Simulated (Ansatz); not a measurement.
# ClH3MgSi: the cost of one run

The runs use Ansatz 0.2.0, Gaussian basis; PBE0-D4/def2-TZVP structures, single points in def2-TZVPP, no counterpoise correction.

Levels: SPW92, PBE-D4, BLYP-D4, r2SCAN-D4, B97M-V, PBE0-D4, B3LYP-D4, r2SCAN0-D4, BHLYP-D4, CAM-B3LYP-D4, wB97X-V, wB97M-V, B2PLYP, PBE-QIDH, RPA on PBE, Hartree-Fock, MP2, CCSD, CCSD(T).

Cores are frozen in the correlated methods. Filled d shells of the heavier atoms are correlated. The outer core shell of Li, Na, Mg and K is correlated. B3LYP uses VWN-RPA correlation. B2PLYP carries no dispersion term here.

94 further runs of the same task are left out: 94 set aside as unsound or not needed. Runs told in other sessions of the task aren't counted.

**1. Starting geometry**

The complex: 8 atoms, charge 0, spin multiplicity 1.

Atoms are counted from 1 here; the program's logs count them from 0.

Bond lengths: Mg1–Br2 2.848 Å, Mg1–Cl3 2.203 Å, Mg1–Si5 2.566 Å, Br2–H4 1.428 Å, Si5–H6 1.494 Å, Si5–H7 1.504 Å, Si5–H8 1.494 Å. Angles: Br2–Mg1–Cl3 98.2°, Br2–Mg1–Si5 96.9°, Cl3–Mg1–Si5 164.9°, Mg1–Br2–H4 91.6°, Mg1–Si5–H6 115.4°, Mg1–Si5–H7 109.1°, Mg1–Si5–H8 115.4°, H6–Si5–H7 104.9°, H6–Si5–H8 106.2°, H7–Si5–H8 104.9°.

As a file:

```xyz
8
charge 0, multiplicity 1
Mg   -0.7936   -1.1568   -0.5138
Br    0.2505   -1.7482    2.0693
Cl   -1.8479   -3.0583   -0.8678
H     0.8810   -0.4699    2.1523
Si    0.1903    1.2043   -0.7128
H     1.1573    1.4031   -1.8336
H     0.9725    1.5187    0.5326
H    -0.8101    2.3075   -0.8262
```

Its parts: ClH₃MgSi holds atoms 1, 3, 5, 6, 7, 8; HBr holds atoms 2, 4. Each part counts its atoms afresh in its own runs.

**2. Relaxing ClH₃MgSi alone**

relax-a/in.yaml

```yaml
crystal:
  periodic: [false, false, false]
  atoms:
    - {symbol: Mg, position_ang: [-0.793579, -1.156813, -0.513811]}
    - {symbol: Cl, position_ang: [-1.847895, -3.058318, -0.867788]}
    - {symbol: Si, position_ang: [0.190333, 1.204258, -0.712812]}
    - {symbol: H, position_ang: [1.157318, 1.403107, -1.833615]}
    - {symbol: H, position_ang: [0.972514, 1.518658, 0.532570]}
    - {symbol: H, position_ang: [-0.810098, 2.307492, -0.826152]}
basis:
  gaussian: {orbitals: def2-TZVP}
hamiltonian: {xc: pbe0, dispersion: d4}
relax: {f_tol: 0.005, max_steps: 200}
```

On the command line:

```sh
$ ansatz run in.yaml --threads 8 --pin off --events-out ev --progress --plain --max-ram 19148MiB
```

**Question.** How long does this run take on 8 threads of Arm Neoverse V1, shared host?

About 4.1 s.
